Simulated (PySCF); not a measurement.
**C₂H₆AlClF−: fields and orbitals**

Aim: take C₂H₆AlClF− and find what binds its two fragments.

Program: PySCF 2.14.0. Level of theory: levels as typed in each script, gas phase, geometry from GFN2-xTB. These are calculated values, not measurements.

### 1 Where the work starts

SMILES `[F-].C[Al](C)Cl`, 11 atoms, charge -1, spin multiplicity 1.

Bond lengths: F1–Al3 1.701 Å, C2–Al3 2.042 Å, C2–H6 1.096 Å, C2–H7 1.095 Å, C2–H8 1.095 Å, Al3–C4 2.042 Å, Al3–Cl5 2.125 Å, C4–H9 1.096 Å, C4–H10 1.095 Å, C4–H11 1.095 Å. Angles: Al3–C2–H6 113.8°, Al3–C2–H7 111.9°, Al3–C2–H8 113.3°, H6–C2–H7 105.6°, H6–C2–H8 105.7°, H7–C2–H8 105.8°, F1–Al3–C2 110.0°, F1–Al3–C4 110.0°, F1–Al3–Cl5 108.5°, C2–Al3–C4 111.0°, C2–Al3–Cl5 108.7°, C4–Al3–Cl5 108.6°, Al3–C4–H9 114.3°, Al3–C4–H10 112.0°, Al3–C4–H11 112.7°, H9–C4–H10 105.7°, H9–C4–H11 105.7°, H10–C4–H11 105.8°.

As a file:

```xyz
11

F    -0.6192    0.0001    1.7873
C    -1.0981   -1.6822   -0.7382
Al   -0.3142    0.0004    0.1140
C    -1.0947    1.6842   -0.7372
Cl    1.7895   -0.0012   -0.1888
H    -0.7995   -2.6119   -0.2396
H    -2.1935   -1.6769   -0.7222
H    -0.8165   -1.8066   -1.7894
H    -0.6167    2.6161   -0.4129
H    -2.1598    1.8035   -0.5111
H    -1.0213    1.6790   -1.8302
```

### 2 Binding of the two fragments (BP86/def2-svpd)

File input.py:

```python
import numpy as np
from pyscf import gto, scf, dft
from pyscf.scf import atom_ks, atom_hf
from scipy.linalg import block_diag
from pyscf.dispersion import dftd3

def solve(mol, dm0=None, hcore=None):
    mf = (dft.UKS if mol.spin else dft.RKS)(mol, xc='bp86')
    mf.grids.level = 3
    mf = mf.density_fit(auxbasis='def2-universal-jkfit')
    mf.conv_tol, mf.max_cycle = 1e-8, 80
    if hcore is not None:
        mf.get_hcore = lambda *args: hcore
    mf.kernel(dm0)
    if not mf.converged:
        mf = mf.newton().run(mf.mo_coeff, mf.mo_occ, max_cycle=30)
    assert mf.converged, 'SCF not converged'
    return mf

mol = gto.M(atom='''
F     -0.61919     0.00005     1.78733
C     -1.09811    -1.68215    -0.73816
Al    -0.31422     0.00036     0.11398
C     -1.09472     1.68422    -0.73723
Cl     1.78952    -0.00122    -0.18882
H     -0.79951    -2.61188    -0.23955
H     -2.19347    -1.67694    -0.72218
H     -0.81648    -1.80663    -1.78942
H     -0.61670     2.61610    -0.41295
H     -2.15984     1.80348    -0.51107
H     -1.02133     1.67903    -1.83022
''', basis='def2-svpd', charge=-1, spin=0, verbose=4)
mol_a = gto.M(atom='''
F     -0.61919     0.00005     1.78733
ghost-C     -1.09811    -1.68215    -0.73816
ghost-Al    -0.31422     0.00036     0.11398
ghost-C     -1.09472     1.68422    -0.73723
ghost-Cl     1.78952    -0.00122    -0.18882
ghost-H     -0.79951    -2.61188    -0.23955
ghost-H     -2.19347    -1.67694    -0.72218
ghost-H     -0.81648    -1.80663    -1.78942
ghost-H     -0.61670     2.61610    -0.41295
ghost-H     -2.15984     1.80348    -0.51107
ghost-H     -1.02133     1.67903    -1.83022
''', basis='def2-svpd', charge=-1, spin=0, verbose=4)
mol_b = gto.M(atom='''
ghost-F     -0.61919     0.00005     1.78733
C     -1.09811    -1.68215    -0.73816
Al    -0.31422     0.00036     0.11398
C     -1.09472     1.68422    -0.73723
Cl     1.78952    -0.00122    -0.18882
H     -0.79951    -2.61188    -0.23955
H     -2.19347    -1.67694    -0.72218
H     -0.81648    -1.80663    -1.78942
H     -0.61670     2.61610    -0.41295
H     -2.15984     1.80348    -0.51107
H     -1.02133     1.67903    -1.83022
''', basis='def2-svpd', charge=0, spin=0, verbose=4)
ab, a, b = solve(mol), solve(mol_a), solve(mol_b)
e_int = ab.e_tot - a.e_tot - b.e_tot
print('counterpoise-corrected interaction energy / kcal/mol', e_int * 627.5095)
def disp(atoms, charge):
    m = gto.M(atom=atoms, charge=charge, basis='sto-3g', spin=None, unit='Bohr', verbose=0)
    return dftd3.DFTD3Dispersion(m, xc='bp86', version='d3bj').get_dispersion()['energy']
e_disp = disp(mol._atom, mol.charge) - disp(mol._atom[:1], mol_a.charge) - disp(mol._atom[1:], mol_b.charge)
print('D3(BJ) part / kcal/mol', e_disp * 627.5095)
# spherically averaged free atoms, for the promolecule
atm = atom_ks.get_atm_nrks(mol, xc='bp86')
pro = block_diag(*[(atm[a[0]][2] * atm[a[0]][3]) @ atm[a[0]][2].T for a in mol._atom])
np.savez('result.npz', e_int=e_int, e_disp=e_disp, dm_a=a.make_rdm1(), dm_b=b.make_rdm1(), c=ab.mo_coeff, occ=ab.mo_occ, eps=ab.mo_energy, pro=pro, d=[f.dip_moment(verbose=0) for f in (ab, a, b)])
```

Started as:

```sh
> OMP_NUM_THREADS=1 python input.py
```

Before running it: what results should come out? Wanted: interaction energy, counterpoise.

**Answer**, as computed:

| quantity | value |
| --- | --- |
| interaction energy, counterpoise (BP86/def2-svpd) | -102.2 kcal/mol |

In words: The counterpoise-corrected interaction energy of the frozen fragments is −102.2 kcal/mol without dispersion correction and −103.4 kcal/mol with D3(BJ). The pair geometry is semi-empirical, not a minimum at this level. All values hold at the given geometry, in the gas phase.
